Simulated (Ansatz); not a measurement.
Run this with the Ansatz DFT code, driven from Python and show what comes out.

The script, `restart_ypt2.py`:
```python
'''Two stages for YPt2: converge the density, then read it back for bands.'''

import argparse
import warnings

import ansatz as az

BETA = 0.2
MAX_SCF = 100
N_EMPTY = 2
OCCUPATIONS = 'Marzari-Vanderbilt'
WIDTH_EV = 0.15
XC = 'r2SCAN'


def main() -> None:
    warnings.simplefilter('ignore', az.DeckWarning)

    lattice = az.Lattice.of(
        (0.0, 3.795, 3.795),
        (3.795, 0.0, 3.795),
        (3.795, 3.795, 0.0),
    )
    sites = [
        ('Y', (0.0, 0.0, 0.0)),
        ('Y', (0.25, 0.25, 0.25)),
        ('Pt', (0.625, 0.625, 0.625)),
        ('Pt', (0.125, 0.625, 0.625)),
        ('Pt', (0.625, 0.625, 0.125)),
        ('Pt', (0.625, 0.125, 0.625)),
    ]
    cell = az.Crystal(lattice=lattice)
    for symbol, position in sites:
        cell = cell.atom(symbol, position)

    parser = argparse.ArgumentParser()
    parser.add_argument('stage', choices=['scf', 'bands'])
    stage = parser.parse_args().stage
    model = cell.calculation()
    model = model.mixing('anderson', ndim=12, beta=BETA)
    model = model.scf(max_iterations=MAX_SCF, extra_bands=N_EMPTY, lower_state_search='light').occupations(OCCUPATIONS, width=WIDTH_EV)
    model = model.functional(XC)
    model = model.pseudopotentials('nc')
    model = model.kpoints(4)
    model = model.accuracy('low')
    if stage == 'scf':
        report = model.checkpoint(write='state').run(threads=1).report
        print(f'F = {report["free_energy_ev"]:.5f} eV after {report["n_iterations"]} iterations, saved')
    else:
        points = {'K': (0.375, 0.375, 0.75), 'G': (0.0, 0.0, 0.0), 'L': (0.5, 0.5, 0.5), 'W': (0.5, 0.25, 0.75), 'X': (0.5, 0.0, 0.5)}
        done = model.checkpoint(read='state', post_process_only=True).band_structure(list(points.values()), intervals=1).run(threads=1)
        bands = done.band_structure()
        for label, levels in zip(points, bands.channels[0].eigenvalues_ev - bands.fermi_energy_ev):
            print(f'{label:3s}', ' '.join(f'{e:7.3f}' for e in levels if abs(e) < 6))


if __name__ == '__main__':
    main()
```

```console
$ python restart_ypt2.py scf
F = -17371.36121 eV after 15 iterations, saved
```

```console
$ python restart_ypt2.py bands
K    -5.593  -5.452  -5.146  -5.003  -5.000  -4.884  -4.845  -4.720  -4.349  -4.005  -3.927  -3.909  -3.238  -3.129  -3.018  -3.008  -2.341  -2.333  -1.729  -1.304  -0.394   0.288   1.507
G    -5.384  -5.384  -5.104  -5.104  -5.104  -2.223  -2.223  -2.223  -2.124  -2.124  -2.124  -2.020  -2.020  -1.159  -1.159  -0.514  -0.514  -0.514   0.588   0.588
L    -5.991  -5.725  -5.612  -4.706  -4.706  -4.342  -4.111  -4.098  -4.098  -3.968  -3.968  -3.663  -3.663  -2.226  -2.158  -2.158  -1.722  -1.722   0.483   0.582   0.582   0.587
W    -5.500  -5.500  -5.172  -5.172  -5.084  -5.084  -4.443  -4.443  -4.242  -4.242  -3.819  -3.819  -3.606  -3.606  -2.671  -2.671  -2.585  -2.585  -1.340  -1.340  -0.169  -0.169   1.699
X    -5.240  -5.240  -5.079  -5.079  -4.846  -4.846  -4.288  -4.288  -4.074  -4.074  -3.902  -3.902  -3.761  -3.761  -3.542  -3.542  -1.953  -1.953  -1.900  -1.900  -0.157  -0.157   1.879
```

These settings explore the input space; cutoff and mesh may be short of convergence. The run is spin-unpolarised. Such functionals run on norm-conserving files made under PBE, which can move pressures by some GPa. The computed bands are complete only to about 0.6 eV above the Fermi level. For a metal this k-point mesh is coarse: on a finer one energies can move by several to tens of meV an atom and pressures by half a GPa or more, differences at one mesh by less. Spin-orbit coupling, which matters for elements this heavy, is left out. The starting cell is as deposited in a crystallographic database; the results hold for this polymorph, which needn't be the stable one. Levels are Kohn-Sham eigenvalues on this mesh, without spin-orbit coupling. The whole script took 32 s on 1 thread of AMD EPYC 7R43 64-Core Processor (Zen 3), with other jobs on the host, peak memory 0.72 GiB.

(Lines on the test bed's own set-up are left out of the output.)
